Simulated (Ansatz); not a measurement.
# Br2ClH2HfN: the cost of one run

The runs use Ansatz 0.2.0, Gaussian basis; the settings change from run to run.

### Step 1. The molecule

The structure was relaxed beforehand with PBE0-D4 in a triple-zeta def2 set. Hf takes a core potential in def2 sets; no spin-orbit term is included.

SMILES `[NH2][Hf]([Cl])([Br])[Br]`, 7 atoms, charge 0, spin multiplicity 1.

Atoms are counted from 1 here; the program's logs count them from 0.

Bond lengths: N1–Hf2 1.991 Å, N1–H6 1.012 Å, N1–H7 1.011 Å, Hf2–Cl3 2.330 Å, Hf2–Br4 2.496 Å, Hf2–Br5 2.497 Å. Angles: Hf2–N1–H6 125.7°, Hf2–N1–H7 125.0°, H6–N1–H7 109.3°, N1–Hf2–Cl3 106.0°, N1–Hf2–Br4 108.1°, N1–Hf2–Br5 108.5°, Cl3–Hf2–Br4 113.0°, Cl3–Hf2–Br5 112.1°, Br4–Hf2–Br5 108.9°.

### Step 2. r2SCANh/def2-TZVPP

This run has charge +1, multiplicity 2, atoms shaken by 0.08 Å.

Input file in.yaml:

```yaml
crystal:
  periodic: [false, false, false]
  atoms:
    - {symbol: N, position_ang: [-0.553653, 0.730711, 1.136832]}
    - {symbol: Hf, position_ang: [0.340590, -0.377773, -0.320012]}
    - {symbol: Cl, position_ang: [2.024164, -1.481731, 0.662143]}
    - {symbol: Br, position_ang: [-1.289746, -1.988994, -1.482717]}
    - {symbol: Br, position_ang: [1.136693, 1.186155, -2.148766]}
    - {symbol: H, position_ang: [-1.521110, 1.221711, 0.825236]}
    - {symbol: H, position_ang: [-0.360253, 0.822058, 1.806520]}
basis:
  gaussian: {orbitals: def2-TZVPP}
total_charge: 1
magnetization: {spin_polarized: true, initial_magnetization: 1}
hamiltonian: {xc: {name: r2SCANh}}
output: {forces: true}
```

The run is started by

```bash
$ ansatz run in.yaml --threads 4 --pin off --events-out ev --progress --plain --max-ram 10444MiB
```

**Question.** How long does this run take on 4 threads of Arm Neoverse V2, shared host, and how much memory does it need?

About 60 s, with a peak of 1.8 GiB.
